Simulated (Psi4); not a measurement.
# AlCl2F (SMILES [F][Al]([Cl])[Cl]): CCSD(T)/pcseg-1 (sweep point 6)

Aim: the vertical ionisation energy of AlCl2F at CCSD(T)/pcseg-1 (sweep point 6), from 2 runs. 

The results are computed with Psi4 1.11.

## (1) The structure to begin with

The species is AlCl2F (4 atoms), meant as a singlet with charge 0. SMILES: `[F][Al]([Cl])[Cl]`. Geometry: a GFN2-xTB relaxation, a rough one for these elements and not checked as a minimum.

Bond lengths: Al1–Cl2 2.019 Å, Al1–Cl3 2.019 Å, Al1–F4 1.655 Å. Angles: Cl2–Al1–Cl3 127.3°, Cl2–Al1–F4 116.4°, Cl3–Al1–F4 116.4°.

## (2) A single-point energy at CCSD(T)/pcseg-1 (sweep point 6)

File job.inp:

```
memory 1600 mb

molecule m {
  0 1
  Al    -0.017680    -0.029510    -0.000030
  Cl     1.994930    -0.186520     0.014240
  Cl    -1.111650     1.666840    -0.016240
  F     -0.865600    -1.450810     0.002030
  units angstrom
  symmetry c1
}

set basis pcseg-1
set puream true
set scf_type pk
set num_frozen_docc 16

energy("ccsd(t)")
```

Started as:

```
psi4 -n 1 job.inp job.out
```

job.out:

```text
[...]
  Running in c1 symmetry.
[...]
  Nuclear repulsion =  247.327666045466202
[...]
  Multiplicity = 1
[...]
  Nalpha       = 28
  Nbeta        = 28
[...]
    Number of basis functions: 68
[...]
   @RHF iter   1: -1260.39740856804519   -6.42314e-01   5.93927e-03 ADIIS/DIIS
[...]
   @RHF iter  10: -1260.46332285593053   -5.68434e-12   5.22999e-09 DIIS
[...]
    Orbital Energies [Eh]
    ---------------------
    Doubly Occupied:
       1A   -104.812715     2A   -104.812696     3A    -58.559076
       4A    -26.254209     5A    -10.559689     6A    -10.559664
       7A     -8.038804     8A     -8.038779     9A     -8.036558
      10A     -8.036533    11A     -8.036341    12A     -8.036317
      13A     -4.991680    14A     -3.316106    15A     -3.315572
      16A     -3.314843    17A     -1.568358    18A     -1.123326
      19A     -1.109656    20A     -0.701284    21A     -0.651896
      22A     -0.646941    23A     -0.600078    24A     -0.551472
      25A     -0.515246    26A     -0.513135    27A     -0.498971
      28A     -0.489321
[...]
  @RHF Final Energy: -1260.46332285593053
   => Energetics <=
    Nuclear Repulsion Energy =            247.3276660454662021
    One-Electron Energy =               -2240.2034474928523196
    Two-Electron Energy =                 732.4124585914555610
    Total Energy =                      -1260.4633228559305280
[...]
 Multipole Moments:
 ------------------------------------------------------------------------------------
     Multipole            Electronic (a.u.)      Nuclear  (a.u.)        Total (a.u.)
 ------------------------------------------------------------------------------------
 L = 1.  Multiply by 2.5417464519 to convert [e a0] to [Debye]
 Dipole X            :         -0.2637572            0.4703374            0.2065802
 Dipole Y            :         -0.4411431            0.7882877            0.3471446
 Dipole Z            :          0.0003539           -0.0010839           -0.0007300
 Magnitude           :                                                    0.4039620
[...]
      * MP2 total energy                      = -1260.960040135072632
[...]
      * CCSD total energy                     = -1260.983014845953676
[...]
      * CCSD(T) total energy                  = -1260.992079221512768
[...]
```

Wall time 16 s (1 thread of AMD EPYC 7R43 (Zen 3), shared host); peak memory 0.31 GiB.

## (3) The doublet cation, same level

File job.inp:

```
memory 1600 mb

molecule m {
  1 2
  Al    -0.017680    -0.029510    -0.000030
  Cl     1.994930    -0.186520     0.014240
  Cl    -1.111650     1.666840    -0.016240
  F     -0.865600    -1.450810     0.002030
  symmetry c1
}

set globals {
  basis           pcseg-1
  reference       uhf
  puream          true
  scf_type        pk
  num_frozen_docc 16
  maxiter         150
}

energy('ccsd(t)')
```

Started as:

```
psi4 job.inp job.out -n 1
```

job.out:

```text
[...]
  Running in c1 symmetry.
[...]
  Nuclear repulsion =  247.327666045466202
[...]
  Multiplicity = 2
[...]
  Nalpha       = 28
  Nbeta        = 27
[...]
    Number of basis functions: 68
[...]
   @UHF iter   1: -1259.92987885988714   -1.74785e-01   5.94344e-03 DIIS/ADIIS
[...]
   @UHF iter  19: -1260.00943677703276   -3.63798e-12   6.30687e-09 DIIS
[...]
   @S^2 Observed:                7.982251742E-01
[...]
    Orbital Energies [Eh]
    ---------------------
    Alpha Occupied:
       1A   -105.109269     2A   -105.109134     3A    -58.787015
       4A    -26.440359     5A    -10.853061     6A    -10.852920
       7A     -8.343083     8A     -8.342935     9A     -8.328390
      10A     -8.328252    11A     -8.326464    12A     -8.326327
      13A     -5.219112    14A     -3.544231    15A     -3.543336
      16A     -3.541556    17A     -1.751145    18A     -1.415648
      19A     -1.404261    20A     -0.901349    21A     -0.853940
      22A     -0.847071    23A     -0.828088    24A     -0.815894
      25A     -0.803992    26A     -0.789991    27A     -0.777369
      28A     -0.766406
    Alpha Virtual:
[...]
  @UHF Final Energy: -1260.00943677703276
   => Energetics <=
    Nuclear Repulsion Energy =            247.3276660454662021
    One-Electron Energy =               -2226.0878927555640985
    Two-Electron Energy =                 718.7507899330651071
    Total Energy =                      -1260.0094367770327608
  UHF NO Occupations:
  HONO-2 :   26  A 1.9988613
  HONO-1 :   27  A 1.9782663
[...]
 Multipole Moments:
 ------------------------------------------------------------------------------------
     Multipole            Electronic (a.u.)      Nuclear  (a.u.)        Total (a.u.)
 ------------------------------------------------------------------------------------
 L = 1.  Multiply by 2.5417464519 to convert [e a0] to [Debye]
 Dipole X            :          0.1710846            0.4703374            0.6414220
 Dipole Y            :          0.2898894            0.7882877            1.0781771
 Dipole Z            :         -0.0006506           -0.0010839           -0.0017345
 Magnitude           :                                                    1.2545481
[...]
      * MP2 total energy                      = -1260.499706182782575
[...]
      * CCSD total energy                     = -1260.527481850427421
[...]
      * CCSD(T) total energy                     = -1260.539896430432236
[...]
```

It took 49 s on 1 thread of AMD EPYC 7R43 (Zen 3), shared host; peak memory 0.32 GiB.

## (4) Results

At CCSD(T)/pcseg-1 (sweep point 6), 16 core orbitals frozen:

| quantity | value |
| --- | --- |
| singlet AlCl2F: total energy | -1260.99208 Eh |
| singlet AlCl2F: HOMO energy (Hartree–Fock orbitals) | -13.32 eV |
| singlet AlCl2F: LUMO energy (Hartree–Fock orbitals) | 1.67 eV |
| singlet AlCl2F: HOMO–LUMO gap (Hartree–Fock orbitals) | 14.98 eV |
| singlet AlCl2F: correlation energy (16 core orbitals frozen) | -528.8 mEh |
| singlet AlCl2F: (T) correction | -9.06 mEh |
| singlet AlCl2F: T1 diagnostic | 0.010 |
| doublet cation: total energy | -1260.53990 Eh |
| doublet cation: HOMO energy (Hartree–Fock orbitals) (highest over α and β) | -17.00 eV |
| doublet cation: LUMO energy (Hartree–Fock orbitals) (lowest over α and β) | -11.37 eV |
| doublet cation: correlation energy (16 core orbitals frozen) | -530.5 mEh |
| doublet cation: (T) correction | -12.41 mEh |
| doublet cation: ⟨S²⟩ of the reference determinant | 0.798 |
| doublet cation: T1 diagnostic | 0.033 |
| vertical ionisation energy (to the doublet cation) | 12.305 eV |

In words: Removing an electron at fixed nuclei costs 12.30 eV (284 kcal/mol). The triples (singlet AlCl2F) make up 1.7 % of the correlation energy. The triples (doublet cation) make up 2.3 % of the correlation energy.
